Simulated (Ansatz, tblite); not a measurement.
# Ge(CF3)Me3 (C₄H₉F₃Ge): rung by rung

An exercise on one series of results from a longer session: the logs are not shown, and one member is left open.

Computed with Ansatz 0.2.0, Gaussian basis. Level: as each input shows.

Levels to be run: GFN1-xTB, GFN2-xTB, PBE-D4/def2-TZVP, r2SCAN-D4/def2-TZVP, ωB97X-V/def2-TZVP, r2SCANh-D4/def2-TZVP, LC-ωPBE/def2-TZVP, PBE-D4/def2-SVP, PBE0-D4/def2-SVP, PBE0-D4/def2-TZVPD, PBE-D4/def2-TZVPD, CCSD(T)/def2-SVP, MP2/def2-TZVP, RPA/def2-TZVP.

5 further runs of the same task are left out: 3 that didn't finish, 2 set aside as unsound or not needed.

### The structure

The singlet was relaxed beforehand with PBE0-D4/def2-SVP.

17 atoms, charge 0, spin multiplicity 1.

Bond lengths: Ge1–C2 1.999 Å, Ge1–C6 1.946 Å, Ge1–C10 1.946 Å, Ge1–C14 1.946 Å, C2–F3 1.345 Å, C2–F4 1.345 Å, C2–F5 1.345 Å, C6–H7 1.100 Å, C6–H8 1.100 Å, C6–H9 1.100 Å, C10–H11 1.100 Å, C10–H12 1.100 Å, C10–H13 1.100 Å, C14–H15 1.100 Å, C14–H16 1.100 Å, C14–H17 1.100 Å. Angles: C2–Ge1–C6 106.3°, C2–Ge1–C10 106.3°, C2–Ge1–C14 106.4°, C6–Ge1–C10 112.4°, C6–Ge1–C14 112.4°, C10–Ge1–C14 112.4°, Ge1–C2–F3 112.0°, Ge1–C2–F4 112.0°, Ge1–C2–F5 112.0°, F3–C2–F4 106.8°, F3–C2–F5 106.8°, F4–C2–F5 106.8°, Ge1–C6–H7 110.5°, Ge1–C6–H8 110.4°, Ge1–C6–H9 110.4°, H7–C6–H8 108.5°, H7–C6–H9 108.5°, H8–C6–H9 108.5° and more.

PBE0-D4/def2-TZVP was run before; its log isn't repeated, and its numbers join the tables.

The first run:

Tight binding, by tblite at 300 K electronic temperature and without a spin-polarisation term:

```python
tblite.interface.Calculator('GFN1-xTB', numbers, positions, charge=0, uhf=0).singlepoint()
```

Tight binding, by tblite at 300 K electronic temperature and without a spin-polarisation term:

```python
tblite.interface.Calculator('GFN2-xTB', numbers, positions, charge=0, uhf=0).singlepoint()
```

start.molden holds the orbitals of an earlier run on this state, given as this run's starting guess.

File in.yaml:

```yaml
crystal:
  periodic: [false, false, false]
  atoms:
    - {symbol: Ge, position_ang: [0.000127, 0.000944, -0.115472]}
    - {symbol: C, position_ang: [-0.003003, -0.014851, 1.883781]}
    - {symbol: F, position_ang: [-1.250799, -0.007202, 2.386151]}
    - {symbol: F, position_ang: [0.629834, 1.055293, 2.397380]}
    - {symbol: F, position_ang: [0.609711, -1.104590, 2.380298]}
    - {symbol: C, position_ang: [1.868804, -0.000758, -0.660086]}
    - {symbol: H, position_ang: [1.950582, 0.008807, -1.757106]}
    - {symbol: H, position_ang: [2.378685, -0.898306, -0.280839]}
    - {symbol: H, position_ang: [2.384875, 0.886232, -0.264731]}
    - {symbol: C, position_ang: [-0.927734, 1.625678, -0.652003]}
    - {symbol: H, position_ang: [-0.967213, 1.702652, -1.748702]}
    - {symbol: H, position_ang: [-0.408737, 2.512152, -0.259322]}
    - {symbol: H, position_ang: [-1.957396, 1.625296, -0.265756]}
    - {symbol: C, position_ang: [-0.937937, -1.609206, -0.677645]}
    - {symbol: H, position_ang: [-1.968882, -1.606816, -0.294837]}
    - {symbol: H, position_ang: [-0.426617, -2.504770, -0.295672]}
    - {symbol: H, position_ang: [-0.974292, -1.670565, -1.775438]}
basis:
  gaussian: {orbitals: def2-TZVP, initial_orbitals: start.molden}
hamiltonian: {xc: pbe, dispersion: d4}
scf: {omitted_lower_state_checks: [starts]}
output: {forces: true, orbitals: {seedname: orbitals}}
```

Command:

```
$ ansatz run in.yaml --threads 4 --pin off --events-out ev --progress --plain --max-ram 4787MiB
```

Among the steps run: PBE-D4/def2-TZVP; r2SCAN-D4/def2-TZVP; ωB97X-V/def2-TZVP; r2SCANh-D4/def2-TZVP; LC-ωPBE/def2-TZVP; PBE-D4/def2-SVP; PBE0-D4/def2-SVP; PBE0-D4/def2-TZVPD; PBE-D4/def2-TZVPD; CCSD(T)/def2-SVP; MP2/def2-TZVP; RPA/def2-TZVP.

One table of the session follows, with a row left open; its other results are not shown here.

```
              method  binding an atom (eV)
         HF/def2-SVP                 2.909
        HF/def2-TZVP                 2.865
     PBE-D4/def2-SVP                 4.066
    PBE-D4/def2-TZVP                 4.016
   PBE-D4/def2-TZVPD                 4.014
 r2SCAN-D4/def2-TZVP                 3.945
r2SCANh-D4/def2-TZVP                 3.917
    PBE0-D4/def2-SVP                 3.985
   PBE0-D4/def2-TZVP                 3.940
  PBE0-D4/def2-TZVPD                 3.939
   LC-ωPBE/def2-TZVP                 3.932
   ωB97X-V/def2-TZVP                 3.942
        MP2/def2-SVP                 3.806
       MP2/def2-TZVP                     ?
       CCSD/def2-SVP                 3.709
    CCSD(T)/def2-SVP                 3.747
```

Estimate the missing values for MP2/def2-TZVP.

The run gave: binding an atom (eV): 3.879. In the column «binding an atom (eV)» it lies between MP2/def2-SVP (3.806) and r2SCANh-D4/def2-TZVP (3.917).

Among the levels timed on like hardware and quicker than the yardstick, those that no quicker one beats, quickest first: PBE-D4/def2-SVP (3.8 s, +0.319 eV); PBE0-D4/def2-SVP (6 s, +0.239 eV); LC-ωPBE/def2-TZVP (11 s, +0.185 eV); MP2/def2-TZVP (18 s, +0.132 eV).

To keep in mind: Free atoms were run apart at each level; binding is atoms less cluster, divided by the number of atoms, without zero-point or spin-orbit terms. The yardstick is in a double-zeta basis, so levels in larger sets aren't compared like for like. CCSD(T)/def2-SVP isn't at the basis-set limit; small misses against it rank nothing.
